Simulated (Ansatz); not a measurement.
## a series on the perovskite structure: Be3PbO, Mg3PbO, Ca3PbO, Ba3PbO: a table of relaxed lattice constants and trends, step by step

Program: Ansatz 0.2.0 through its Python package.

Run as a notebook:

In [1]:
```python
import warnings

import ansatz
import numpy as np
import pandas as pd
```

In [2]:
```python
def perovskite(A, B, X, a):
    return (
        ansatz.Lattice.cubic(a)
        .space_group(221)
        .atom(A, [0, 0, 0])
        .atom(B, [0.5, 0.5, 0.5])
        .atom(X, [0.5, 0.5, 0])
    )
```

In [3]:
```python
def solve(name, crystal):
    calc = (
        crystal.calculation()
        .basis(420)
        .accuracy("medium")
        .mixing("anderson", preconditioner="kerker")
        .functional("pbesol")
        .kpoints(spacing=0.3)
        .occupations("gaussian", width=0.05)
        .stress()
        .band_table()
    )
    calc = calc.relax(force_tolerance=0.02, max_steps=60, cell=True)
    return calc.run(threads=1, pin="off")
```

In [4]:
```python
def volume_per_atom(outcome):
    return abs(np.linalg.det(outcome.lattice.cell_ang)) / len(outcome.lattice.sites)
```

In [5]:
```python
# rough a for each member; the cell is relaxed
warnings.simplefilter("ignore", ansatz.DeckWarning)
```

In [6]:
```python
phases = {}
phases["Be3PbO"] = perovskite("Pb", "O", "Be", 4.14)
phases["Mg3PbO"] = perovskite("Pb", "O", "Mg", 4.69)
phases["Ca3PbO"] = perovskite("Pb", "O", "Ca", 5.07)
phases["Ba3PbO"] = perovskite("Pb", "O", "Ba", 5.46)

done = {name: solve(name, crystal) for name, crystal in phases.items()}
```

In [7]:
```python
rows = [(name, float(np.linalg.norm(o.lattice.cell_ang[0])), volume_per_atom(o)) for name, o in done.items()]
print(pd.DataFrame(rows, columns=["compound", "a (A)", "V (A^3/atom)"]).round(4).to_string(index=False))
```
```text
compound  a (A)  V (A^3/atom)
  Be3PbO 3.8352       11.2818
  Mg3PbO 4.3907       16.9286
  Ca3PbO 4.7982       22.0934
  Ba3PbO 5.4133       31.7269
```

From smallest to largest: Be3PbO (11.28 Å³), Mg3PbO (16.93 Å³), Ca3PbO (22.09 Å³) and Ba3PbO (31.73 Å³). The largest is 181 % above the smallest.

Notes:
- These settings explore the input space; cutoff and mesh may be short of convergence.
- The meshes are coarse for the metals among these phases, whose energies can be off by up to 40 meV an atom.
- Spin-orbit coupling, which matters for elements this heavy, is left out.
- The cells are built on a prototype by substitution; a member may or may not take this structure in nature.
- Run time: 76 s on 1 thread of Arm Neoverse V1 (shared host), peak memory 0.57 GiB.
